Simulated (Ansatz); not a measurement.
# CH5F3Si2: the cost of one run

Program: Ansatz 0.2.0, Gaussian basis. Level of theory: the settings change from run to run. These are calculated values, not measurements.

### Step 1. The relaxed structure

The structure was relaxed beforehand with PBE0-D4 in a triple-zeta def2 set.

SMILES `F[SiH2]C[SiH](F)F`, 11 atoms, charge 0, spin multiplicity 1.

Atoms are counted from 1 here; the program's logs count them from 0.

Bond lengths: F1–Si2 1.602 Å, Si2–C3 1.863 Å, Si2–H7 1.481 Å, Si2–H8 1.481 Å, C3–Si4 1.841 Å, C3–H9 1.097 Å, C3–H10 1.097 Å, Si4–F5 1.589 Å, Si4–F6 1.589 Å, Si4–H11 1.475 Å. Angles: F1–Si2–C3 108.2°, F1–Si2–H7 107.6°, F1–Si2–H8 107.6°, C3–Si2–H7 111.1°, C3–Si2–H8 111.1°, H7–Si2–H8 111.1°, Si2–C3–Si4 117.4°, Si2–C3–H9 108.2°, Si2–C3–H10 108.2°, Si4–C3–H9 107.7°, Si4–C3–H10 107.7°, H9–C3–H10 107.1°, C3–Si4–F5 109.5°, C3–Si4–F6 109.5°, C3–Si4–H11 114.7°, F5–Si4–F6 107.0°, F5–Si4–H11 107.9°, F6–Si4–H11 107.9°.

Coordinates:

```xyz
11
charge 0, multiplicity 1
F    -0.3499    2.0472   -2.0320
Si    0.1479    1.4535   -0.6295
C    -0.3675   -0.3341   -0.5400
Si    0.0802   -1.2706    0.9802
F     1.6574   -1.2452    1.1754
F    -0.5577   -0.5590    2.2503
H     1.6222    1.5858   -0.5848
H    -0.4911    2.2469    0.4452
H    -1.4573   -0.3831   -0.6538
H     0.0695   -0.8604   -1.3974
H    -0.3537   -2.6809    0.9863
```

### Step 2. wB97X/def2-SVPD

This run has high accuracy.

File in.yaml:

```yaml
crystal:
  periodic: [false, false, false]
  atoms:
    - {symbol: F, position_ang: [-0.349939, 2.047160, -2.031970]}
    - {symbol: Si, position_ang: [0.147928, 1.453487, -0.629512]}
    - {symbol: C, position_ang: [-0.367466, -0.334147, -0.539998]}
    - {symbol: Si, position_ang: [0.080158, -1.270627, 0.980221]}
    - {symbol: F, position_ang: [1.657419, -1.245243, 1.175421]}
    - {symbol: F, position_ang: [-0.557656, -0.558994, 2.250338]}
    - {symbol: H, position_ang: [1.622194, 1.585816, -0.584848]}
    - {symbol: H, position_ang: [-0.491144, 2.246907, 0.445244]}
    - {symbol: H, position_ang: [-1.457307, -0.383099, -0.653812]}
    - {symbol: H, position_ang: [0.069536, -0.860416, -1.397419]}
    - {symbol: H, position_ang: [-0.353723, -2.680853, 0.986335]}
basis:
  gaussian: {orbitals: def2-SVPD}
hamiltonian: {xc: {name: wB97X}}
accuracy: high
output: {forces: true}
```

Launch:

```
$ ansatz run in.yaml --threads 4 --pin off --events-out ev --progress --plain --max-ram 10444MiB
```

**Question.** How long does this run take on 4 threads of Intel Xeon at 2.60GHz, shared host, and how much memory does it need?

About 22 s, with a peak of 1.5 GiB.
